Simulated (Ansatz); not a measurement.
Geometry optimisation, Ansatz 0.2.0, DFT PBEsol, scalar-relativistic, plane waves, PAW.

The input (input.yaml):

```yaml
crystal:
  lattice:
    - [7.67918, 0.0, 0.0]
    - [3.83959, 6.650365, 0.0]
    - [0.0, 0.0, 17.418765]
  atoms:
    - { symbol: H, position: [0.16666666, 0.16666666, 0.05740935] }
    - { symbol: H, position: [0.66666664, 0.16666666, 0.05740935] }
    - { symbol: H, position: [0.16666666, 0.66666663, 0.05740935] }
    - { symbol: H, position: [0.66666664, 0.66666663, 0.05740935] }
    - { symbol: Si, position: [0.16666666, 0.16666666, 0.14352338] }
    - { symbol: Si, position: [0.66666664, 0.16666666, 0.14352338] }
    - { symbol: Si, position: [0.16666666, 0.66666663, 0.14352338] }
    - { symbol: Si, position: [0.66666664, 0.66666663, 0.14352338] }
    - { symbol: Si, position: [-0.16666666, 0.33333332, 0.18851813] }
    - { symbol: Si, position: [0.33333332, 0.33333332, 0.18851813] }
    - { symbol: Si, position: [-0.16666666, 0.83333329, 0.18851813] }
    - { symbol: Si, position: [0.33333332, 0.83333329, 0.18851813] }
    - { symbol: Si, position: [-0.16666666, 0.33333332, 0.32350238] }
    - { symbol: Si, position: [0.33333332, 0.33333332, 0.32350238] }
    - { symbol: Si, position: [-0.16666666, 0.83333329, 0.32350238] }
    - { symbol: Si, position: [0.33333332, 0.83333329, 0.32350238] }
    - { symbol: Si, position: [0.0, 0.0, 0.36849713] }
    - { symbol: Si, position: [0.49999998, 0.0, 0.36849713] }
    - { symbol: Si, position: [0.0, 0.49999997, 0.36849713] }
    - { symbol: Si, position: [0.49999998, 0.49999997, 0.36849713] }
    - { symbol: Cl, position: [0.55555553, 0.38888887, 0.4867604] }
    - { symbol: H, position: [0.55555553, 0.05555555, 0.44025882] }
basis:
  ecutwfc: 420.0
kpoints:
  mp_grid: { grid: [2, 2, 1] }
hamiltonian:
  xc: pbesol
  pseudopotentials: { kind: paw, azcp: { folder: soft_1 } }
scf:
  occupations: { method: gaussian, width: 0.05 }
  lower_state_search: "off"
relax:
  f_tol: 0.03
  max_steps: 60
  adjacent_minimum: "off"
  constraints: [{ sites: [0, 1, 2, 3, 4, 5, 6, 7] }]
```

Run as:

```bash
$ ansatz run input.yaml --threads 1 --pin off --max-ram 3072MiB --backend cpu --events-out ev --progress --plain --runs-dir out
```

**Question.** Where does it end, and by what steps?

**Answer.** It converged. Limits of this set-up: coarse k mesh, thin slab, slab without dipole correction, no dispersion correction for a molecule that may bind weakly, PAW files made for another functional. After 18 steps the energy has fallen by 1.134 eV; Si19 moved furthest, 0.96 Å.

```
step  energy less start (eV)  largest force component (eV/Å)  accepted
   0                  0.0000                           1.366       yes
   1                 -0.4572                           0.566       yes
   2                 -0.6452                           0.364       yes
   3                 -0.7447                           0.263       yes
   4                 -0.8023                           0.176       yes
   5                 -0.9147                           0.429       yes
   6                 -1.0413                           0.459       yes
   7                 -1.0847                           0.216       yes
   8                 -1.0933                           0.125       yes
   9                 -1.1011                           0.068       yes
  10                 -1.1030                           0.031       yes
  11                 -1.1048                           0.032       yes
  12                 -1.1117                           0.161       yes
  13                 -1.1172                           0.120       yes
  14                 -1.1275                           0.137       yes
  15                 -1.1323                           0.112       yes
  16                 -1.1332                           0.079       yes
  17                 -1.1335                           0.037       yes
  18                 -1.1336                           0.012       yes
```

```xyz
22
Lattice="7.6792 0.0000 0.0000 3.8396 6.6504 0.0000 0.0000 0.0000 17.4188" Properties=species:S:1:pos:R:3
H 1.920 1.108 1.000
H 5.759 1.108 1.000
H 3.840 4.434 1.000
H 7.679 4.434 1.000
Si 1.920 1.108 2.500
Si 5.759 1.108 2.500
Si 3.840 4.434 2.500
Si 7.679 4.434 2.500
Si -0.011 2.222 3.232
Si 3.850 2.221 3.206
Si 1.923 5.474 3.383
Si 5.760 5.556 3.282
Si 0.004 2.443 5.543
Si 3.837 2.535 5.504
Si 2.056 6.119 5.812
Si 5.690 5.853 5.619
Si 0.143 0.393 6.773
Si 3.768 0.345 6.360
Si 1.888 3.844 5.610
Si 5.776 3.610 6.281
Cl 5.732 3.404 8.358
H 3.743 0.377 7.864
```

Run time: 120 s on 1 thread of Intel(R) Xeon(R) 6975P-C (Granite Rapids), with other jobs on the host, peak memory 0.91 GiB.
